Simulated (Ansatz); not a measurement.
AlFe3B:

```
CELL_PARAMETERS angstrom
3.82232 0.00000 0.00000
0.00000 3.82232 0.00000
0.00000 0.00000 3.82232
ATOMIC_POSITIONS crystal
Fe 0.00000 0.00000 0.50000
Fe 0.00000 0.50000 0.00000
Fe 0.50000 0.00000 0.00000
Al 0.50000 0.50000 0.50000
B 0.00000 0.00000 0.00000
```

The cell comes from a database or a generator and needn't be the stable form of this composition.

Base run:

| Item | Value |
| --- | --- |
| Program | Ansatz 0.2.0 |
| Functional | PBEsol |
| Potentials or basis | Ansatz PAW |
| Cutoff | 420 eV (not typed: the program's choice for these potentials) |
| k mesh | 7 × 7 × 7 |
| Occupations | fermi-dirac, width 0.05 eV |
| Spin | no spin polarisation |

Its results: band gap on the k mesh none (metal or under the smearing width); pressure -13.2 GPa.

Task: The run is repeated on the same cell with these changes: spin from no spin polarisation to collinear spin, ferromagnetic start. What comes out?

Result: Band gap on the k mesh none (metal or under the smearing width); pressure -7.7 GPa; net moment 4.11 μB per cell; site moments Fe +1.37; Al -0.11; B -0.11 μB.

Caveats: the PAW data sets come from PBE, with cores solved anew for the run's functional, which leaves a small shift of forces and pressure.
